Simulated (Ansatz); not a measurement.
Cd2S: equation of state with LDA

Crystal: Cd2S.

```xyz
3
Lattice="3.9627 0.0000 0.0000 -1.9813 3.4318 0.0000 0.0000 0.0000 5.8092" Properties=species:S:1:pos:R:3 pbc="T T T"
Cd    0.0000    2.2878    5.4183
Cd    1.9813    1.1439    3.3620
S     0.0000    2.2878    2.1245
```

The cell comes from a database or a generator and needn't be the stable form of this composition.

```
Program             : Ansatz 0.2.0
Task                : equation of state
Functional          : LDA
Potentials or basis : all-electron LAPW, scalar-relativistic
Basis error allowed : 0.002 eV/atom
k mesh              : 8 × 8 × 5
Occupations         : fermi-dirac, width 0.05 eV
Spin                : no spin polarisation
```

* Equilibrium volume: 23.61 Å³/atom (rough: see the caveat)
* Bulk modulus at fixed shape and positions: 58 GPa (rough)

Energy against volume, from the lowest point:
```
volume (Å³/atom)  energy (meV/atom)
          24.753               0.00
          25.280               9.58
          25.806              21.99
          26.333              36.90
          26.860              53.97
          27.386              72.97
          27.913              93.63
```

All runs of the series together: 96 s on 2 threads of Intel(R) Xeon(R) Platinum 8375C CPU @ 2.90GHz (Ice Lake), with other jobs on the host.

Caveat: the minimum lies outside the volumes run; the cell was scaled at fixed shape and fractional positions, which overstates the stiffness of a crystal with free parameters, most of all of layers and chains.
